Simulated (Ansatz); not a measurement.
**AlBrFH (SMILES [F][AlH][Br]): single points off equilibrium**

How do the functionals fare away from a minimum? The structure is a structure displaced at random from a GFN2-xTB minimum.

The runs use Ansatz 0.2.0, Gaussian basis; single points in def2-TZVPP.

Correlated methods freeze the cores. Filled d shells of the heavier atoms are correlated. B3LYP uses VWN-RPA correlation.

## Step 1: Starting geometry

SMILES `[F][AlH][Br]`, 4 atoms, charge 0, spin multiplicity 1.

Atoms are counted from 1 here; the program's logs count them from 0.

Bond lengths: F1–Al2 1.633 Å, Al2–Br3 2.280 Å, Al2–H4 1.636 Å. Angles: F1–Al2–Br3 120.8°, F1–Al2–H4 123.4°, Br3–Al2–H4 114.4°.

As a file:

```xyz
4
AlBrFH
F     0.7836   -0.8996    1.3976
Al    0.2136   -0.0409    0.1305
Br   -1.6344   -0.7337   -1.0106
H     0.6804    1.4907   -0.2034
```

## Step 2: CCSD(T)/def2-TZVPP

The input, run/in.yaml:

```yaml
crystal:
  periodic: [false, false, false]
  atoms:
    - {symbol: F, position_ang: [0.783600, -0.899600, 1.397600]}
    - {symbol: Al, position_ang: [0.213600, -0.040900, 0.130500]}
    - {symbol: Br, position_ang: [-1.634400, -0.733700, -1.010600]}
    - {symbol: H, position_ang: [0.680400, 1.490700, -0.203400]}
basis:
  gaussian: {orbitals: def2-TZVPP}
correlation: {method: ccsd_t}
output: {forces: true}
```

The command line of these runs was not kept.

## Step 3: PBE0-D4/def2-TZVPP

Changes to run/in.yaml since step 2:

```diff
@@ -9,3 +9,3 @@
   gaussian: {orbitals: def2-TZVPP}
-correlation: {method: ccsd_t}
-output: {forces: true}
+hamiltonian: {xc: pbe0, dispersion: d4}
+output: {forces: true, orbitals: {seedname: orbitals}}
```

## Step 4: wB97M-V/def2-TZVPP

Changes to run/in.yaml since step 3:

```diff
@@ -9,3 +9,3 @@
   gaussian: {orbitals: def2-TZVPP}
-hamiltonian: {xc: pbe0, dispersion: d4}
-output: {forces: true, orbitals: {seedname: orbitals}}
+hamiltonian: {xc: {name: wB97M-V}}
+output: {forces: true}
```

## Step 5: r2SCAN-D4/def2-TZVPP

Changes to run/in.yaml since step 4:

```diff
@@ -9,3 +9,3 @@
   gaussian: {orbitals: def2-TZVPP}
-hamiltonian: {xc: {name: wB97M-V}}
+hamiltonian: {xc: r2scan, dispersion: d4}
 output: {forces: true}
```

## Step 6: PBE-D4/def2-TZVPP

Changes to run/in.yaml since step 5:

```diff
@@ -9,3 +9,3 @@
   gaussian: {orbitals: def2-TZVPP}
-hamiltonian: {xc: r2scan, dispersion: d4}
+hamiltonian: {xc: pbe, dispersion: d4}
 output: {forces: true}
```

## Step 7: B3LYP-D4/def2-TZVPP

Changes to run/in.yaml since step 6:

```diff
@@ -9,3 +9,3 @@
   gaussian: {orbitals: def2-TZVPP}
-hamiltonian: {xc: pbe, dispersion: d4}
+hamiltonian: {xc: {name: B3LYP}, dispersion: d4}
 output: {forces: true}
```

## Step 8: BHLYP-D4/def2-TZVPP

Changes to run/in.yaml since step 7:

```diff
@@ -9,3 +9,3 @@
   gaussian: {orbitals: def2-TZVPP}
-hamiltonian: {xc: {name: B3LYP}, dispersion: d4}
+hamiltonian: {xc: {name: BHLYP}, dispersion: d4}
 output: {forces: true}
```

(Steps that only read results are left out.)

What does the calculation give? Wanted: energy less free atoms, CCSD(T)/def2-TZVPP; RMS force component; RMS force error; HOMO and LUMO, PBE0-D4; T1 diagnostic.

As calculated:

```
                                  quantity                                                                                             value
energy less free atoms, CCSD(T)/def2-TZVPP                                                                                   -296.0 kcal/mol
                       RMS force component                                                              0.503 to 0.587 eV/Å over the methods
                           RMS force error  PBE0-D4 0.047, wB97M-V 0.056, r2SCAN-D4 0.023, PBE-D4 0.181, B3LYP-D4 0.051, BHLYP-D4 0.180 eV/Å
                    HOMO and LUMO, PBE0-D4                                                                                -8.73 and -1.64 eV
                             T1 diagnostic                                                                                             0.010
```

Against CCSD(T) the functionals' energies less atoms differ by -8.7 to +6.1 kcal/mol, PBE-D4 by -5.5 kcal/mol. The reference is not at the basis limit: in triple zeta CCSD(T) underbinds, which counts against methods that bind more; the gaps are no ranking. The forces of r2SCAN-D4 come nearest to CCSD(T), those of PBE-D4 are farthest. Frozen-core CCSD(T) forces in triple zeta carry basis errors of their own, and this is one geometry, so small gaps rank nothing.
